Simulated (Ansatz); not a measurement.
# Cl3H3O3W: the cost of one run

Method: RHF/def2-SVP, in Ansatz 0.2.0.

## Step 1: The system as given

Bond lengths: W1–Cl2 2.390 Å, W1–O3 1.940 Å, O3–H4 1.010 Å, W1–Cl5 2.390 Å, W1–Cl6 2.390 Å, W1–O7 1.940 Å, O7–H8 1.010 Å, W1–O9 1.940 Å, O9–H10 1.010 Å. Angles (14 of 18 angles, heavy atoms first): Cl2–W1–O3 90.0°, Cl2–W1–Cl5 90.0°, Cl2–W1–Cl6 90.0°, Cl2–W1–O7 90.0°, Cl2–W1–O9 180.0°, O3–W1–Cl5 90.0°, O3–W1–Cl6 180.0°, O3–W1–O7 90.0°, O3–W1–O9 90.0°, Cl5–W1–Cl6 90.0°, Cl5–W1–O7 180.0°, Cl5–W1–O9 90.0°, Cl6–W1–O7 90.0°, Cl6–W1–O9 90.0°.

Coordinates:

```xyz
10

W     0.0000    0.0000    0.0000
Cl    0.0000    0.0000    2.3900
O     1.9400    0.0000    0.0000
H     2.2771   -0.9519   -0.0197
Cl    0.0000    2.3900    0.0000
Cl   -2.3900    0.0000    0.0000
O     0.0000   -1.9400    0.0000
H     0.3816   -2.2771    0.8723
O     0.0000    0.0000   -1.9400
H     0.5278    0.7924   -2.2771
```

## Step 2: Relaxing the start

input.yaml reads:

```yaml
crystal:
  periodic: [false, false, false]
  atoms:
    - { symbol: W, position_ang: [0.0, 0.0, 0.0] }
    - { symbol: Cl, position_ang: [0.0, 0.0, 2.39] }
    - { symbol: O, position_ang: [1.94, 0.0, 0.0] }
    - { symbol: H, position_ang: [2.2771, -0.9519, -0.0197] }
    - { symbol: Cl, position_ang: [0.0, 2.39, 0.0] }
    - { symbol: Cl, position_ang: [-2.39, 0.0, 0.0] }
    - { symbol: O, position_ang: [0.0, -1.94, 0.0] }
    - { symbol: H, position_ang: [0.3816, -2.2771, 0.8723] }
    - { symbol: O, position_ang: [0.0, 0.0, -1.94] }
    - { symbol: H, position_ang: [0.5278, 0.7924, -2.2771] }
basis:
  gaussian: { orbitals: def2-SVP }
hamiltonian:
  xc: hf
relax:
  f_tol: 0.02
  max_steps: 40
```

Launch:

```console
$ ansatz run input.yaml --threads 2 --pin off --max-ram 3072MiB --backend cpu --events-out ev --progress --plain --runs-dir out
```

**Question.** How long does this run take on 2 threads of Arm Neoverse V1, shared host, and how much memory does it need?

About 60 s, with a peak of 0.52 GiB.
